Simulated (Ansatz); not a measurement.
# CCl2NSn radical: small, medium and large basis sets

One table from this session's results is given with a row withheld; the runs are named, their logs left out.

Computed with Ansatz 0.2.0, Gaussian basis. Level: one geometry, several basis sets.

Plan: PBE0-D4/def2-SVP; ωB97M-V/def2-SVP; PBE0-D4/def2-QZVPP; ωB97M-V/def2-QZVPP; the functionals' def2-TZVPP values are taken from earlier runs.

## Structure used throughout

The geometry comes from an earlier relaxation with PBE0-D4 in a triple-zeta def2 set; it is a stationary point. Sn takes the def2 core potential; no spin-orbit term is included.

SMILES `N#[C][Sn]([Cl])[Cl]`, 5 atoms, charge 0, spin multiplicity 2.

Atoms are counted from 1 here; the program's logs count them from 0.

Bond lengths: N1–C2 1.153 Å, C2–Sn3 2.124 Å, Sn3–Cl4 2.318 Å, Sn3–Cl5 2.318 Å. Angles: N1–C2–Sn3 174.0°, C2–Sn3–Cl4 105.7°, C2–Sn3–Cl5 105.7°, Cl4–Sn3–Cl5 108.9°.

Set-up of the first run:

File in.yaml:

```yaml
crystal:
  periodic: [false, false, false]
  atoms:
    - {symbol: N, position_ang: [-1.958954, 0.146644, -1.555012]}
    - {symbol: C, position_ang: [-1.040087, 0.216285, -0.861256]}
    - {symbol: Sn, position_ang: [0.652498, 0.562142, 0.375197]}
    - {symbol: Cl, position_ang: [0.060403, -0.214748, 2.477482]}
    - {symbol: Cl, position_ang: [2.335940, -0.784024, -0.477811]}
basis:
  gaussian: {orbitals: def2-SVP}
magnetization: {spin_polarized: true, initial_magnetization: 1}
hamiltonian: {xc: pbe0, dispersion: d4}
output: {orbitals: {seedname: orbitals}}
```

Steps of the session up to this table: PBE0-D4 in def2-SVP; ωB97M-V in def2-SVP; PBE0-D4 in def2-QZVPP; ωB97M-V in def2-QZVPP.

One table of the session follows, with a row left open; its other results are not shown here.

It belongs to the step «Functionals by basis». 

```
functional       basis  HOMO (eV)  LUMO (eV)
   PBE0-D4    def2-SVP          ?          ?
   PBE0-D4  def2-TZVPP      -8.03      -5.24
   PBE0-D4  def2-QZVPP      -8.05      -5.26
   ωB97M-V    def2-SVP      -9.87      -3.30
   ωB97M-V  def2-TZVPP     -10.07      -3.48
   ωB97M-V  def2-QZVPP     -10.09      -3.52
```

Q: Estimate the row for PBE0-D4, def2-SVP from the others.

**Answer.** HOMO (eV): -7.90; LUMO (eV): -5.13. In the column «HOMO (eV)» it is the highest.
